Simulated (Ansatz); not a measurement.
This script for the Ansatz DFT code, driven from Python starts 4 runs on CH₃NOSi, SMILES O=C=N[SiH3]. What input does the engine get in each?

Script `ch3nosi_disp.py`:
```python
import ansatz as az


def main() -> None:
    mol = (
        az.Crystal.molecule()
        .atom('O', (0.9655, -2.4848, 1.4764))
        .atom('C', (0.7049, -1.4577, 0.8588))
        .atom('N', (0.4651, -0.4744, 0.245))
        .atom('Si', (-0.2895, 0.8249, -0.4991))
        .atom('H', (0.6084, 1.7197, -1.1625))
        .atom('H', (-1.1351, 1.5573, 0.5384))
        .atom('H', (-1.258, 0.2469, -1.5027))
    )

    calculation = (
        mol.calculation()
        .basis(gaussian='def2-SVP')
        .accuracy('medium')
    )
    for name in ['b3lyp', 'blyp']:
        for correction in ('d3bj', 'd4'):
            report = calculation.functional(name, dispersion=correction).run().report
            print(f'{name:8s} {correction:5s} total {report["free_energy_ev"]:.5f} eV, of which dispersion {1000 * report["dispersion"]["energy"]["ev"]:.2f} meV')


if __name__ == '__main__':
    main()
```

Run 1:
```yaml
crystal:
  periodic: [false, false, false]
  atoms:
    - { symbol: O, position_ang: [0.9655, -2.4848, 1.4764] }
    - { symbol: C, position_ang: [0.7049, -1.4577, 0.8588] }
    - { symbol: "N", position_ang: [0.4651, -0.4744, 0.245] }
    - { symbol: Si, position_ang: [-0.2895, 0.8249, -0.4991] }
    - { symbol: H, position_ang: [0.6084, 1.7197, -1.1625] }
    - { symbol: H, position_ang: [-1.1351, 1.5573, 0.5384] }
    - { symbol: H, position_ang: [-1.258, 0.2469, -1.5027] }
accuracy: medium
basis:
  gaussian:
    orbitals: def2-SVP
hamiltonian:
  xc: b3lyp
  dispersion: d3bj
```

Run 2, against run 1:
```diff
-  dispersion: d3bj
+  dispersion: d4
```

Run 3, against run 1:
```diff
-  xc: b3lyp
+  xc: blyp
```

Run 4, against run 1:
```diff
-  xc: b3lyp
-  dispersion: d3bj
+  xc: blyp
+  dispersion: d4
```

```console
$ python ch3nosi_disp.py
b3lyp    d3bj  total -12495.80042 eV, of which dispersion -217.90 meV
b3lyp    d4    total -12495.77325 eV, of which dispersion -190.74 meV
blyp     d3bj  total -12494.23174 eV, of which dispersion -265.76 meV
blyp     d4    total -12494.23014 eV, of which dispersion -264.16 meV
```

What to keep in mind:
- These settings explore the input space; basis and method may be short of convergence.
- The geometry is a force-field or estimated start, not a minimum of this method, and the basis set is short of its limit. D4 holds the three-body term, and d3bj doesn't.
- b3lyp holds the VWN-RPA fit, as in Gaussian; the form of ORCA and Turbomole is b3lyp5.
- Hardware and time: 3.1 s on 1 thread of Intel(R) Xeon(R) 6975P-C (Granite Rapids), with other jobs on the host, peak memory 0.2 GiB.
